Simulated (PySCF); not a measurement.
# From one method to the next for Ne²⁺ (triplet)

Starting from one script, swap the method and compare what comes out for Ne²⁺ (triplet).

Method: each script names its method and basis; program: PySCF 2.14.0.

## (1) The atom

Ne²⁺ (triplet): 1 atom, charge 2, spin multiplicity 3.

## (2) The run that the others are compared with

The input, input.py:

```python
from pyscf import gto, scf, cc

mol = gto.M(
    atom='Ne 0 0 0',
    basis='6-31g',
    charge=2,
    spin=2,
    verbose=3,
)
mf = scf.UHF(mol)
mf.kernel()
mycc = cc.CCSD(mf, frozen=1)
mycc.kernel()
e = mycc.eeccsd(nroots=3)[0]
print('roots (eV) =', (e*27.211386).round(3))
mf.dip_moment()
print('orbital energies (hartree):', [e[max(0, n-3):n+3].round(4) for e, n in zip(mf.mo_energy, mol.nelec)])
```

Launch:

```console
$ OMP_NUM_THREADS=1 python input.py
```

Its log is not repeated here.

It gives: E(SCF) = -126.298009 Eh, E(CCSD) − E(SCF) = -0.03925 Eh, ⟨S²⟩ = 2.002, excitation roots 0.001, 0.001, 0.347 eV.

Spin-unrestricted EOM-EE roots include spin flips and other components of the reference, which can be negative or near zero. The triplet is typed in the script; nothing here shows that it is the ground state.

## (3) CASSCF (ROHF)

Edit 1 changes step after the SCF: eomee → casscf; SCF type: UHF → ROHF; active space: none → 4 electrons in 5 orbitals.

The input, input.py:

```python
from pyscf import gto, scf, mcscf

mol = gto.M(
    atom='Ne 0 0 0',
    basis='6-31g',
    charge=2,
    spin=2,
    verbose=3,
)
mf = scf.ROHF(mol)
mf.kernel()
mc = mcscf.CASSCF(mf, 5, 4)
mc.kernel()
mc.analyze()
mf.dip_moment()
print('orbital energies (hartree):', mf.mo_energy[..., max(0, mol.nelec[1]-3):mol.nelec[0]+3].round(4))
```

Launch:

```console
$ OMP_NUM_THREADS=1 python input.py
```

## (4) CASSCF (ROHF)

Edit 2 changes step after the SCF: eomee → casscf; SCF type: UHF → ROHF; active space: none → 4 electrons in 6 orbitals.

The input, input.py:

```python
from pyscf import gto, scf, mcscf

mol = gto.M(
    atom='Ne 0 0 0',
    basis='6-31g',
    charge=2,
    spin=2,
    verbose=3,
)
mf = scf.ROHF(mol)
mf.kernel()
mc = mcscf.CASSCF(mf, 6, 4)
mc.kernel()
mc.analyze()
mf.dip_moment()
print('orbital energies (hartree):', mf.mo_energy[..., max(0, mol.nelec[1]-3):mol.nelec[0]+3].round(4))
```

## (5) TDA

Edit 3 changes step after the SCF: eomee → tda; number of roots: 3 → 8.

The input, input.py:

```python
from pyscf import gto, scf, tdscf

mol = gto.M(
    atom='Ne 0 0 0',
    basis='6-31g',
    charge=2,
    spin=2,
    verbose=3,
)
mf = scf.UHF(mol)
mf.kernel()
td = tdscf.TDA(mf)
td.nstates = 8
td.kernel()
td.analyze()
mf.dip_moment()
print('orbital energies (hartree):', [e[max(0, n-3):n+3].round(4) for e, n in zip(mf.mo_energy, mol.nelec)])
```

## (6) CASSCF (ROHF)

Edit 4 changes step after the SCF: eomee → casscf; SCF type: UHF → ROHF; active space: none → 2 electrons in 3 orbitals.

The input, input.py:

```python
from pyscf import gto, scf, mcscf

mol = gto.M(
    atom='Ne 0 0 0',
    basis='6-31g',
    charge=2,
    spin=2,
    verbose=3,
)
mf = scf.ROHF(mol)
mf.kernel()
mc = mcscf.CASSCF(mf, 3, 2)
mc.kernel()
mc.analyze()
mf.dip_moment()
print('orbital energies (hartree):', mf.mo_energy[..., max(0, mol.nelec[1]-3):mol.nelec[0]+3].round(4))
```

## (7) Revtpss (UKS)

Edit 5 changes functional: none (Hartree–Fock) → revtpss; SCF type: UHF → UKS; step after the SCF: eomee → analyze.

The input, input.py:

```python
from pyscf import gto, dft

mol = gto.M(
    atom='Ne 0 0 0',
    basis='6-31g',
    charge=2,
    spin=2,
    verbose=3,
)
mf = dft.UKS(mol, xc='revtpss')
mf.kernel()
mf.analyze()
print('orbital energies (hartree):', [e[max(0, n-3):n+3].round(4) for e, n in zip(mf.mo_energy, mol.nelec)])
```

## (8) ROHF

Edit 6 changes SCF type: UHF → ROHF.

The input, input.py:

```python
from pyscf import gto, scf, cc

mol = gto.M(
    atom='Ne 0 0 0',
    basis='6-31g',
    charge=2,
    spin=2,
    verbose=3,
)
mf = scf.ROHF(mol)
mf.kernel()
mycc = cc.CCSD(mf, frozen=1)
mycc.kernel()
e = mycc.eeccsd(nroots=3)[0]
print('roots (eV) =', (e*27.211386).round(3))
mf.dip_moment()
print('orbital energies (hartree):', mf.mo_energy[..., max(0, mol.nelec[1]-3):mol.nelec[0]+3].round(4))
```

What does the calculation give? Wanted: for each run, E(SCF); from base; gap, α spin; after the SCF.

The runs gave:

| run | E(SCF) (hartree) | from base (eV) | gap, α spin (eV) | after the SCF |
| --- | --- | --- | --- | --- |
| base | -126.298009 | 0 | 78.60 | CCSD correlation -1.068 eV, core frozen, first root 0.35 eV |
| CASSCF (ROHF) | -126.295252 | +0.0750 | n/a | CASSCF correlation -0.324 eV |
| CASSCF (ROHF) | -126.295252 | +0.0750 | n/a | CASSCF correlation -0.521 eV |
| TDA | -126.298009 | 0.0000 | 78.60 | lowest root found 26.42 eV |
| CASSCF (ROHF) | -126.295252 | +0.0750 | n/a | n/a |
| revtpss (UKS) | -126.562669 | not comparable | 58.01 | n/a |
| ROHF | -126.295252 | +0.0750 | n/a | CCSD correlation -1.142 eV, core frozen, first root 0.00 eV |

In words: Total energies of different functionals can't be compared with each other; differences within one functional can.
